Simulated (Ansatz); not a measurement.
**AsH₂+ (singlet): relaxing a cheap start**

Where does this start of AsH₂+ (singlet) end when it is relaxed?

Method: RKS PBE0/def2-TZVP; program: Ansatz 0.2.0, Gaussian basis.

### Step 1. The starting structure

3 atoms, charge 1, spin multiplicity 1.

Atoms are counted from 1 here; the program's logs count them from 0.

Bond lengths: As1–H2 1.505 Å, As1–H3 1.505 Å. Angles: H2–As1–H3 92.1°.

The start was built by rule and, where that kept it together, relaxed with GFN2-xTB. Sticks and bond lists go by distance. No spin-orbit coupling is included. 

### Step 2. Relaxation

File in.yaml:

```yaml
crystal:
  periodic: [false, false, false]
  atoms:
    - {symbol: As, position_ang: [0.001151, 0.000050, -0.027345]}
    - {symbol: H, position_ang: [-0.053128, 1.081369, 1.017842]}
    - {symbol: H, position_ang: [-0.032425, -1.085091, 1.014747]}
basis:
  gaussian: {orbitals: def2-TZVP}
total_charge: 1
hamiltonian: {xc: pbe0}
relax: {f_tol: 0.004, max_steps: 80}
```

Launch:

```
$ ansatz run in.yaml --threads 1 --pin off --events-out ev --progress --plain --max-ram 2176MiB
```

**Question.** What will these runs give? Wanted: energy gained; shift from the start; total energy.

The runs gave:

```
                  quantity           value
                     steps               4
             energy gained        0.012 eV
shift from the start (rms)         0.015 Å
              total energy  -60855.8557 eV
```

**Reading.** The bonds of the start are those of the end. As1–H3 went from 1.505 to 1.530 Å. No vibrations were run, so this is a stationary point, not a proven minimum, and this spin need not be the ground state's.
